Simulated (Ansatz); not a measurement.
# Ga3Se: the cost of one run

Computed with Ansatz 0.2.0 (DFT PBEsol+D3(BJ), scalar-relativistic, plane waves, PAW, unless a step's input says otherwise).

## Step 1: Starting point

The structure is cubic, space group Pm-3m (No. 221). Conventional cell: a = 4.225 Å, b = 4.225 Å, c = 4.225 Å, α = 90.00°, β = 90.00°, γ = 90.00°. Around Ga (site symmetry 4/mmm) lie 8 Ga at 2.99 Å and 4 Se at 2.99 Å. Se (site symmetry m-3m) has 12 Ga at 2.99 Å in its first shell of neighbours.

Coordinates:

```xyz
4
Lattice="4.2249 0.0000 0.0000 0.0000 4.2249 0.0000 0.0000 0.0000 4.2249" Properties=species:S:1:pos:R:3 pbc="T T T"
Ga    0.0000    2.1125    2.1125
Ga    2.1125    0.0000    2.1125
Ga    2.1125    2.1125    0.0000
Se    0.0000    0.0000    0.0000
```

It goes back to an entry of the Materials Project, which need not be the stable form.

It is the result of an earlier relaxation at this level (volume 18.85 Å³/atom; gap on the mesh: none (metal)).

## Step 2: The undisturbed cell

The input, input.yaml:

```yaml
crystal:
  lattice:
    - [4.2249181734, 0.0, 0.0]
    - [0.0, 4.2249181734, 0.0]
    - [0.0, 0.0, 4.2249181734]
  atoms:
    - { symbol: Ga, position: [0.0, 0.5, 0.5] }
    - { symbol: Ga, position: [0.5, 0.0, 0.5] }
    - { symbol: Ga, position: [0.5, 0.5, 0.0] }
    - { symbol: Se, position: [0.0, 0.0, 0.0] }
basis:
  ecutwfc: 420
kpoints:
  mp_grid: { grid: [12, 12, 12] }
hamiltonian:
  xc: pbesol
  dispersion: d3bj
scf:
  occupations: { method: gaussian, width: 0.15 }
output:
  forces: true
  stress: true
  eigenvalues: true
```

Run with:

```
$ ansatz run input.yaml --threads 1 --pin off --max-ram 2560MiB --backend cpu --events-out ev --progress --plain --runs-dir out
```

**Question.** How long does this run take on 1 thread of Intel Xeon Platinum 8488C (Sapphire Rapids), shared host, and how much memory does it need?

About 6.8 s, with a peak of 0.5 GiB.
